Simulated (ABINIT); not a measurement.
CsLiCr2Te2S3 in ABINIT: the effect of starting spin order

Crystal: CsLiCr2Te2S3.

```
Cs Li Cr Te S
1.0
     3.60358    0.00000    0.00000
    -1.80179    3.12079    0.00000
     0.00000    0.00000   19.06651
Cs Li Cr Te S
1 1 2 2 3
Direct
  0.00000 0.00000 0.37399
  0.66667 0.33333 0.01607
  0.00000 0.00000 0.86637
  0.33333 0.66667 0.16833
  0.33333 0.66667 0.53891
  0.66667 0.33333 0.77276
  0.00000 0.00000 0.10030
  0.33333 0.66667 0.92920
  0.66667 0.33333 0.23408
```

The cell was built by a generator and needn't be a form met in nature.

Alike in all runs:

- Program: ABINIT 10.8.3 (patched build)
- Task: single point
- Functional: PBE
- Potentials or basis: Ansatz PAW PBE generated set soft_1, frozen core
- Cutoff: 419 eV
- k mesh: 4 × 4 × 1
- Occupations: fermi-dirac, width 0.05 eV

| starting spin order | energy over the lowest run (meV/atom) | pressure (GPa) | largest force (eV/Å) | final net moment (μB) | final largest site moment (μB) |
| --- | --- | --- | --- | --- | --- |
| non-magnetic | ? | ? | ? | ? | ? |
| ferromagnetic start | 0.0 | -0.2 | 0.17 | 5.64 | 3.02 |
| ferromagnetic start, larger moments | 0.0 | -0.2 | 0.17 | 5.64 | 3.02 |

Task: What does the run with starting spin order non-magnetic give?

Result: Energy over the lowest run 247.0 meV/atom; pressure -4.1 GPa; largest force 0.63 eV/Å; final net moment 0.00 μB; final largest site moment 0.00 μB.

Caveats: all runs use coarse meshes.
